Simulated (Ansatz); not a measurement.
# RuF2: the band gap up the ladder of functionals

The task here is to estimate one member of a computed series from the others.

Code: Ansatz 0.2.0. PAW datasets, plane waves. Simulation only: spin-unpolarised, and no claim that this is the phase found in nature.

### The system as given

The cell was relaxed beforehand with r2SCAN.

The sheet's in-plane cell has a = 3.227 Å, b = 3.227 Å (γ = 120.0°), and its outermost atoms lie 1.99 Å apart along the normal. Near Ru stand 6 F at 2.11 Å; near F stand 3 Ru at 2.11 Å.

Coordinates:

```
CELL_PARAMETERS angstrom
3.22712 0.00000 0.00000
-1.61356 2.79477 0.00000
0.00000 0.00000 28.41758
ATOMIC_POSITIONS crystal
Ru 0.00000 0.00000 0.31671
F 0.33333 0.66667 0.35164
F 0.66667 0.33333 0.28177
```
Periodic in the plane only; c spans the vacuum.

Set-up of the first run:

Contents of input.yaml:

```yaml
crystal:
  lattice:
    - [3.2271192461, 0.0, 0.0]
    - [-1.6135596231, 2.7947672482, 0.0]
    - [0.0, 0.0, 28.4175832864]
  atoms:
    - { symbol: Ru, position: [0.0, 0.0, 0.3167053267] }
    - { symbol: F, position: [0.3333333333, 0.6666666667, 0.3516363964] }
    - { symbol: F, position: [0.6666666667, 0.3333333333, 0.2817742571] }
  periodic: [true, true, false]
kpoints:
  mp_grid: { grid: [12, 12, 1] }
  band_path:
    path:
      - [0, 0, 0]
      - [0.5, 0, 0]
      - [0.3333333333333, 0.3333333333333, 0]
      - [0, 0, 0]
    npoints: 10
hamiltonian:
  xc: pbe
scf:
  occupations: { method: fermi_dirac, width: 0.02 }
  n_extra_bands: 4
output:
  forces: true
  stress: true
  eigenvalues: true
```

Launch:

```sh
ansatz run input.yaml --threads 2 --pin off --max-ram 18432MiB --backend cpu --events-out ev --progress --plain --runs-dir out
```

Among the steps run: PBE band path; r2SCAN; HSE06 at the same geometry; PBE+SOC; PBE0; LDA; Single point with HSE06+SOC; Hartree-Fock at the same geometry; r2SCAN0 at the same geometry.

One table of the session follows, with a row left open; its other results are not shown here.

```
       level  gap (eV)
         PBE      0.87
      r2SCAN      1.51
       HSE06         ?
     PBE+SOC      0.89
        PBE0      4.13
         LDA      0.68
   HSE06+SOC      3.33
Hartree-Fock     11.61
     r2SCAN0      4.61
```

**Question.** Estimate the row for HSE06.

**Answer.** gap (eV): 3.32. In the column «gap (eV)» it lies between r2SCAN (1.51) and HSE06+SOC (3.33).

Meshes: PBE 12×12×1, r2SCAN 12×12×1, HSE06 6×6×1, PBE+SOC 12×12×1, PBE0 6×6×1, LDA 12×12×1, HSE06+SOC 6×6×1, Hartree-Fock 6×6×1, r2SCAN0 6×6×1

What this shows: The gap runs from 0.68 eV (LDA) to 11.61 eV (Hartree-Fock). Against HSE06, PBE is short by 2.45 eV, at 26 % of it, and r2SCAN 46 %. PBE0 lies 0.81 eV above HSE06, which differs from it by screening the long-range exchange. The levels disagree on whether the gap is direct.

Limits of these values: Warnings in the runs' records: stress exchange threshold loose, stress scf threshold loose, xc potential rough in thin density.
